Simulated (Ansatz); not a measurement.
# C3H6OSSi: up Jacob's ladder to CCSD(T)

An exercise on one series of results from a longer session: the logs are not shown, and one member is left open.

The runs use Ansatz 0.2.0, Gaussian basis; functionals in def2-TZVPP, the program's frozen cores in correlated methods.

Plan: PBE-D4, r2SCAN-D4, PBE0-D4, B3LYP-D4, ωB97X-V, ωB97M-V, B2PLYP; CCSD(T)/def2-TZVPP; MP2/def2-QZVPP; extrapolation to the limit.

**Structure used throughout**

An earlier PBE0-D4 in a triple-zeta def2 set relaxation fixed the geometry.

SMILES `C=C([SiH3])OC=S`, 12 atoms, charge 0, spin multiplicity 1.

Atoms are counted from 1 here; the program's logs count them from 0.

Bond lengths: C1–C2 1.328 Å, C1–H7 1.082 Å, C1–H8 1.085 Å, C2–Si3 1.878 Å, C2–O4 1.389 Å, Si3–H9 1.483 Å, Si3–H10 1.484 Å, Si3–H11 1.483 Å, O4–C5 1.336 Å, C5–S6 1.606 Å, C5–H12 1.093 Å. Angles: C2–C1–H7 119.6°, C2–C1–H8 122.9°, H7–C1–H8 117.5°, C1–C2–Si3 125.1°, C1–C2–O4 122.0°, Si3–C2–O4 112.9°, C2–Si3–H9 109.5°, C2–Si3–H10 109.4°, C2–Si3–H11 107.4°, H9–Si3–H10 109.4°, H9–Si3–H11 110.6°, H10–Si3–H11 110.6°, C2–O4–C5 119.4°, O4–C5–S6 123.6°, O4–C5–H12 112.8°, S6–C5–H12 123.6°.

Set-up of the first run:

File in.yaml:

```yaml
crystal:
  periodic: [false, false, false]
  atoms:
    - {symbol: C, position_ang: [-0.154598, -0.694814, -1.298118]}
    - {symbol: C, position_ang: [-0.114738, -0.256937, -0.044544]}
    - {symbol: Si, position_ang: [0.608061, -1.203146, 1.408171]}
    - {symbol: O, position_ang: [-0.664656, 0.964004, 0.326059]}
    - {symbol: C, position_ang: [-0.522880, 2.018841, -0.480660]}
    - {symbol: S, position_ang: [-1.311205, 3.402977, -0.278978]}
    - {symbol: H, position_ang: [0.281796, -1.654032, -1.543425]}
    - {symbol: H, position_ang: [-0.630726, -0.140670, -2.100391]}
    - {symbol: H, position_ang: [-0.446584, -1.429220, 2.426196]}
    - {symbol: H, position_ang: [1.712281, -0.415262, 2.010559]}
    - {symbol: H, position_ang: [1.114407, -2.496015, 0.886305]}
    - {symbol: H, position_ang: [0.205842, 1.849074, -1.276872]}
basis:
  gaussian: {orbitals: def2-TZVPP}
hamiltonian: {xc: pbe, dispersion: d4}
output: {forces: true, orbitals: {seedname: orbitals}}
```

Run with:

```bash
> ansatz run in.yaml --threads 4 --pin off --events-out ev --progress --plain --max-ram 10444MiB
```

Steps of the session up to this table: PBE-D4 (GGA); r2SCAN-D4 (meta-GGA); PBE0-D4 (hybrid); B3LYP-D4 (hybrid); ωB97X-V (range-separated); ωB97M-V (range-separated); B2PLYP (double hybrid); CCSD(T) in def2-TZVPP; MP2 in def2-QZVPP.

One of the session's tables, all rows but one given; the rest of the session is left out.

| method | atomisation energy (kJ/mol) |
| --- | --- |
| PBE-D4 | 4663.9 |
| r2SCAN-D4 | 4557.4 |
| PBE0-D4 | 4550.4 |
| B3LYP-D4 | 4532.6 |
| ωB97X-V | 4542.8 |
| ωB97M-V | 4547.1 |
| B2PLYP | ? |
| HF/def2-TZVPP | 3196.7 |
| MP2/def2-TZVPP | 4489.5 |
| CCSD/def2-TZVPP | 4306.6 |
| CCSD(T)/def2-TZVPP | 4398.7 |
| MP2/CBS | 4615.0 |
| CCSD(T)/CBS | 4524.2 |

Q: Estimate the row for B2PLYP from the others.

**Answer.** atomisation energy (kJ/mol): 4480.2. In the column «atomisation energy (kJ/mol)» it lies between CCSD(T)/def2-TZVPP (4398.7) and MP2/def2-TZVPP (4489.5).
